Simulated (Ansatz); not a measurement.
# AlNi3: the cost of one run

Program: Ansatz 0.2.0. Level of theory: DFT r2SCAN, scalar-relativistic, plane waves, PAW. These are calculated values, not measurements.

## (1) The starting structure

It takes space group Pm-3m (No. 221, cubic). The conventional cell has a = 3.523 Å, b = 3.523 Å, c = 3.523 Å, α = 90.00°, β = 90.00°, γ = 90.00°. Al (site symmetry m-3m) is surrounded by 12 Ni at 2.49 Å. Ni (site symmetry 4/mmm) is surrounded by 4 Al at 2.49 Å and 8 Ni at 2.49 Å.

Coordinates:

```cif
data_structure
_symmetry_space_group_name_H-M 'Pm-3m'
_symmetry_Int_Tables_number 221
_cell_length_a 3.5231
_cell_length_b 3.5231
_cell_length_c 3.5231
_cell_angle_alpha 90.000
_cell_angle_beta 90.000
_cell_angle_gamma 90.000
_cell_volume 43.73
loop_
_atom_site_label
_atom_site_type_symbol
_atom_site_symmetry_multiplicity
_atom_site_Wyckoff_symbol
_atom_site_fract_x
_atom_site_fract_y
_atom_site_fract_z
_atom_site_occupancy
Al1 Al 1 a 0.00000 0.00000 0.00000 1
Ni1 Ni 3 c 0.00000 0.50000 0.50000 1
```

The structure comes from the Materials Project (structure only).

## (2) Self-consistent density

Contents of input.yaml:

```yaml
crystal:
  lattice:
    - [3.5230547267, 0.0, 0.0]
    - [0.0, 3.5230547267, 0.0]
    - [0.0, 0.0, 3.5230547267]
  atoms:
    - { symbol: Al, position: [0.0, 0.0, 0.0] }
    - { symbol: Ni, position: [0.0, 0.5, 0.5], spin: 2.0 }
    - { symbol: Ni, position: [0.5, 0.0, 0.5], spin: 2.0 }
    - { symbol: Ni, position: [0.5, 0.5, 0.0], spin: 2.0 }
magnetization:
  spin_polarized: true
basis:
  ecutwfc: 500
  fft_grid_basis: typed
kpoints:
  mp_grid: { grid: [10, 10, 10] }
hamiltonian:
  xc: r2scan
  pseudopotentials: { kind: paw }
scf:
  occupations: { method: gaussian, width: 0.05 }
output:
  forces: true
  stress: true
  eigenvalues: true
  bader: true
  write_density: true
  volumetric_format: npy
  populations: true
  elf: true
```

Run with:

```sh
ansatz run input.yaml --threads 2 --pin off --max-ram 4096MiB --backend cpu --events-out ev --progress --plain --runs-dir out
```

**Question.** How long does this run take on 2 threads of AMD EPYC 9R45 (Zen 5), shared host, and how much memory does it need?

About 14 s, with a peak of 0.62 GiB.
